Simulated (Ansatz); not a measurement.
# CH9AlOSi2: up Jacob's ladder to CCSD(T)

How much do the methods differ for CH9AlOSi2? The plan is to run it at one geometry with functionals of several rungs and with coupled cluster, and see how far each lands from CCSD(T) at the basis-set limit for the atomisation energy.

Computed with Ansatz 0.2.0, Gaussian basis. Level: functionals in def2-TZVPP, the program's frozen cores in correlated methods.

The runs, in order: PBE-D4, r2SCAN-D4, PBE0-D4, B3LYP-D4, ωB97X-V, ωB97M-V, B2PLYP; CCSD(T)/def2-TZVPP; MP2/def2-QZVPP; extrapolation to the limit.

## (1) Structure used throughout

All runs share one geometry, relaxed beforehand with PBE0-D4 in a triple-zeta def2 set.

SMILES `C[SiH]([AlH2])O[SiH3]`, 14 atoms, charge 0, spin multiplicity 1.

Atoms are counted from 1 here; the program's logs count them from 0.

Bond lengths: C1–Si2 1.874 Å, C1–H6 1.094 Å, C1–H7 1.093 Å, C1–H8 1.092 Å, Si2–Al3 2.469 Å, Si2–O4 1.654 Å, Si2–H9 1.501 Å, Al3–H10 1.590 Å, Al3–H11 1.593 Å, O4–Si5 1.632 Å, Si5–H12 1.488 Å, Si5–H13 1.488 Å, Si5–H14 1.484 Å. Angles: Si2–C1–H6 110.2°, Si2–C1–H7 110.7°, Si2–C1–H8 111.6°, H6–C1–H7 108.0°, H6–C1–H8 108.1°, H7–C1–H8 108.2°, C1–Si2–Al3 113.7°, C1–Si2–O4 109.4°, C1–Si2–H9 106.9°, Al3–Si2–O4 109.5°, Al3–Si2–H9 109.4°, O4–Si2–H9 107.8°, Si2–Al3–H10 122.2°, Si2–Al3–H11 119.6°, H10–Al3–H11 118.2°, Si2–O4–Si5 143.0°, O4–Si5–H12 110.5°, O4–Si5–H13 110.6° and more.

## (2) PBE-D4 (GGA)

Contents of in.yaml:

```yaml
crystal:
  periodic: [false, false, false]
  atoms:
    - {symbol: C, position_ang: [-1.770673, 0.722436, -0.329786]}
    - {symbol: Si, position_ang: [-0.364890, -0.507685, -0.179750]}
    - {symbol: Al, position_ang: [-0.746133, -2.248593, 1.528304]}
    - {symbol: O, position_ang: [1.038027, 0.300658, 0.158525]}
    - {symbol: Si, position_ang: [2.224058, 1.194468, -0.519022]}
    - {symbol: H, position_ang: [-2.700831, 0.203415, -0.578118]}
    - {symbol: H, position_ang: [-1.566924, 1.448603, -1.121229]}
    - {symbol: H, position_ang: [-1.926279, 1.269724, 0.602736]}
    - {symbol: H, position_ang: [-0.207221, -1.156151, -1.524408]}
    - {symbol: H, position_ang: [0.354559, -2.626295, 2.612350]}
    - {symbol: H, position_ang: [-2.126944, -3.043350, 1.548026]}
    - {symbol: H, position_ang: [2.739272, 0.530282, -1.746945]}
    - {symbol: H, position_ang: [1.716345, 2.544159, -0.886970]}
    - {symbol: H, position_ang: [3.324738, 1.339229, 0.465186]}
basis:
  gaussian: {orbitals: def2-TZVPP}
hamiltonian: {xc: pbe, dispersion: d4}
output: {forces: true, orbitals: {seedname: orbitals}}
```

Started as:

```sh
> ansatz run in.yaml --threads 4 --pin off --events-out ev --progress --plain --max-ram 10444MiB
```

The runs that follow: r2SCAN-D4 (meta-GGA); PBE0-D4 (hybrid); B3LYP-D4 (hybrid); ωB97X-V (range-separated); ωB97M-V (range-separated); B2PLYP (double hybrid); CCSD(T) in def2-TZVPP; MP2 in def2-QZVPP.

**Question.** What will the summary of the whole plan be? Wanted: atomisation energy, CCSD(T)/CBS; farthest; mean size of error, hybrid; mean size of error, range-separated; gap, smallest and largest; T1 diagnostic; triples share of the correlation energy.

As calculated:

```
                               quantity                                  value
        atomisation energy, CCSD(T)/CBS                          4616.2 kJ/mol
 functionals within 23.1 kJ/mol (0.5 %)  r2SCAN-D4, B3LYP-D4, ωB97X-V, ωB97M-V
                               farthest                  B2PLYP (-75.2 kJ/mol)
             mean size of error, hybrid                            46.4 kJ/mol
    mean size of error, range-separated                            13.0 kJ/mol
              gap, smallest and largest    3.21 eV (PBE-D4), 9.21 eV (ωB97X-V)
                          T1 diagnostic                                 0.0114
triples share of the correlation energy                                  3.3 %
```

PBE-D4 is off by -46.8 kJ/mol. Double hybrids carry the basis error of their MP2 part in triple zeta, and no dispersion term here, so their miss is partly the set-up's. Misses under about 23.1 kJ/mol are within the doubt on the reference itself, which lacks core-valence correlation, relativity and higher excitations. Hartree-Fock recovers 76 % of the binding; the rest is correlation. The gap grows from 3.2 to 9.2 eV across the functionals, mostly with the share of exact exchange.
